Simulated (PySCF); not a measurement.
# C12H10NS2Se: the cost of one run

Programs: PySCF 2.14.0, with routines of our own; each step states its level. All values are computed. Atoms count from 0.

## 1. The system as given

26 atoms, charge 1, multiplicity 1; geometry from: GFN2-xTB.

## 2. Core binding energies: delta-SCF UKS SCAN, pcX-2 on the ionised atom, pcseg-1

What the job is given:

```
{"job": {"kind": "xps", "atoms": [1, 5, 12]}, "charge": 1, "multiplicity": 1}
C     -0.770504    -2.113775     1.096735
N     -0.712247    -0.808846     0.479192
C      0.464110    -0.199824     0.214694
C      1.704933    -0.807417     0.430634
C      2.941880    -0.232743     0.226958
S      3.215783     1.377952    -0.350016
C      4.948501     1.280489    -0.295349
C      5.481642     0.129925     0.119665
S      4.388007    -1.134653     0.561343
Se     0.230082     1.529714    -0.475819
C     -1.616631     1.182442    -0.363227
C     -2.652745     2.030188    -0.724555
C     -3.951127     1.580606    -0.588599
C     -4.201768     0.297574    -0.111494
C     -3.172626    -0.546979     0.253893
C     -1.856056    -0.103423     0.144661
H     -0.538796    -2.897244     0.372337
H     -0.066715    -2.169507     1.926621
H     -1.766944    -2.282469     1.494387
H      1.722620    -1.828676     0.781171
H      5.495975     2.153253    -0.599579
H      6.533145    -0.073352     0.205384
H     -2.437538     3.016990    -1.106235
H     -4.772844     2.222901    -0.861866
H     -5.219172    -0.049697    -0.025759
H     -3.403592    -1.539862     0.603900
```

With the program's defaults for keys left out, this is: delta-SCF UKS SCAN, pcX-2 on the ionised atom, pcseg-1 elsewhere, spin-free X2C (atomic blocks).

Launch:

```sh
$ OMP_NUM_THREADS=1 python large_run.py task.json out
```

This one command runs all jobs of the session in turn.

Q: Estimate the wall time and peak memory of this first job on 1 thread of Arm Neoverse V1, shared host.

About 2.7 min, with a peak of 0.71 GiB.
